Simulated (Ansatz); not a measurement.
# CH₅B₂N: taking an electron away

An exercise on one series of results from a longer session: the logs are not shown, and one member is left open.

Computed with Ansatz 0.2.0, Gaussian basis. Level: unrestricted cation, the program's frozen cores in correlated methods.

Levels to be run: UKS PBE-D4/def2-TZVPP; UKS r2SCAN-D4/def2-TZVPP; UKS PBE0-D4/def2-TZVPP; UKS B3LYP-D4/def2-TZVPP; UKS wB97X-V/def2-TZVPP; UKS wB97M-V/def2-TZVPP; UKS B2PLYP/def2-TZVPP; UHF-CCSD(T)/def2-TZVPP; UHF-MP2/def2-QZVPP; extrapolation to the limit; then −ε(HOMO) from the neutral's earlier runs with LDA (SPW92), PBE-D4, revPBE-D4, BLYP-D4, r2SCAN-D4, B97M-V, PBE0-D4, B3LYP-D4, r2SCANh-D4, r2SCAN0-D4, HSE06-D4, BHLYP-D4, CAM-B3LYP-D4, LC-ωPBE, ωB97X-V, ωB97M-V.

**The relaxed structure**

All runs share one geometry, relaxed beforehand with PBE0-D4 in a triple-zeta def2 set.

SMILES `BBC=N`, 9 atoms, charge 0, spin multiplicity 1.

Atoms are counted from 1 here; the program's logs count them from 0.

Bond lengths: B1–B2 1.634 Å, B1–H5 1.199 Å, B1–H6 1.199 Å, B2–C3 1.562 Å, B2–H7 1.203 Å, C3–N4 1.274 Å, C3–H8 1.099 Å, N4–H9 1.023 Å. Angles: B2–B1–H5 121.5°, B2–B1–H6 122.2°, H5–B1–H6 116.3°, B1–B2–C3 122.8°, B1–B2–H7 121.0°, C3–B2–H7 116.2°, B2–C3–N4 124.8°, B2–C3–H8 119.1°, N4–C3–H8 116.0°, C3–N4–H9 111.5°.

Set-up of the first run:

in.yaml reads:

```yaml
crystal:
  periodic: [false, false, false]
  atoms:
    - {symbol: B, position_ang: [-0.625779, 1.257157, -0.702426]}
    - {symbol: B, position_ang: [0.513595, 0.107466, -0.477299]}
    - {symbol: C, position_ang: [0.236650, -1.215829, 0.305828]}
    - {symbol: N, position_ang: [0.118893, -1.301036, 1.571194]}
    - {symbol: H, position_ang: [-1.286914, 1.296087, -1.702107]}
    - {symbol: H, position_ang: [-0.852214, 2.101777, 0.118634]}
    - {symbol: H, position_ang: [1.631393, 0.251957, -0.898173]}
    - {symbol: H, position_ang: [0.183210, -2.163221, -0.248143]}
    - {symbol: H, position_ang: [0.169665, -0.380558, 2.015293]}
basis:
  gaussian: {orbitals: def2-TZVPP}
total_charge: 1
magnetization: {spin_polarized: true, initial_magnetization: 1}
hamiltonian: {xc: pbe, dispersion: d4}
```

Steps of the session up to this table: Cation, UKS PBE-D4/def2-TZVPP; Cation, UKS r2SCAN-D4/def2-TZVPP; Cation, UKS PBE0-D4/def2-TZVPP; Cation, UKS B3LYP-D4/def2-TZVPP; Cation, UKS wB97X-V/def2-TZVPP; Cation, UKS wB97M-V/def2-TZVPP; Cation, UKS B2PLYP (frozen core)/def2-TZVPP; Cation, UHF-CCSD(T)/def2-TZVPP; Cation, UHF-MP2/def2-QZVPP.

One of the session's tables, all rows but one given; the rest of the session is left out.

Orbital estimates, from the neutral's runs:

```
  functional  −ε(HOMO) (eV)
 LDA (SPW92)           6.09
      PBE-D4           6.00
   revPBE-D4              ?
     BLYP-D4           5.90
   r2SCAN-D4           6.24
      B97M-V           6.42
     PBE0-D4           7.37
    B3LYP-D4           7.16
  r2SCANh-D4           6.75
  r2SCAN0-D4           7.55
    HSE06-D4           6.97
    BHLYP-D4           8.74
CAM-B3LYP-D4           8.78
     LC-ωPBE          10.12
     ωB97X-V           9.79
     ωB97M-V           9.70
```

Q: Estimate the row for revPBE-D4 from the others.

The run gave: −ε(HOMO) (eV): 5.96. In the column «−ε(HOMO) (eV)» it lies between BLYP-D4 (5.90) and PBE-D4 (6.00).

To keep in mind: The cation may have settled in a state other than its lowest; no search over hole states beyond the program's own was made.
